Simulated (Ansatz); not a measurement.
# TiC: the cost of one run

Program: Ansatz 0.2.0. Level of theory: DFT LDA, scalar-relativistic, plane waves, PAW. These are calculated values, not measurements.

### Step 1. The starting structure

Symmetry: Fm-3m, No. 225, cubic system. The conventional cell has a = 4.328 Å, b = 4.328 Å, c = 4.328 Å, α = 90.00°, β = 90.00°, γ = 90.00°. Around Ti (site symmetry m-3m) lie 6 C at 2.16 Å. C (site symmetry m-3m) has 6 Ti at 2.16 Å as nearest neighbours.

Structure file:

```xyz
2
Lattice="0.0000 2.1640 2.1640 2.1640 0.0000 2.1640 2.1640 2.1640 0.0000" Properties=species:S:1:pos:R:3 pbc="T T T"
Ti    0.0000    0.0000    0.0000
C     2.1640    2.1640    2.1640
```

The cell is taken as given, not relaxed at this level.

### Step 2. Zero of the scan

input.yaml

```yaml
crystal:
  lattice:
    - [0.0, 2.164, 2.164]
    - [2.164, 0.0, 2.164]
    - [2.164, 2.164, 0.0]
  atoms:
    - { symbol: Ti, position: [0.0, 0.0, 0.0] }
    - { symbol: C, position: [0.5, 0.5, 0.5] }
basis:
  ecutwfc: 420
kpoints:
  mp_grid: { grid: [18, 18, 18] }
hamiltonian:
  xc: lda
scf:
  occupations: { method: gaussian, width: 0.15 }
output:
  forces: true
  stress: true
  eigenvalues: true
```

**Question.** How long does this run take on 1 thread of an Arm CPU, shared host, and how much memory does it need?

About 6.3 s, with a peak of 0.38 GiB.
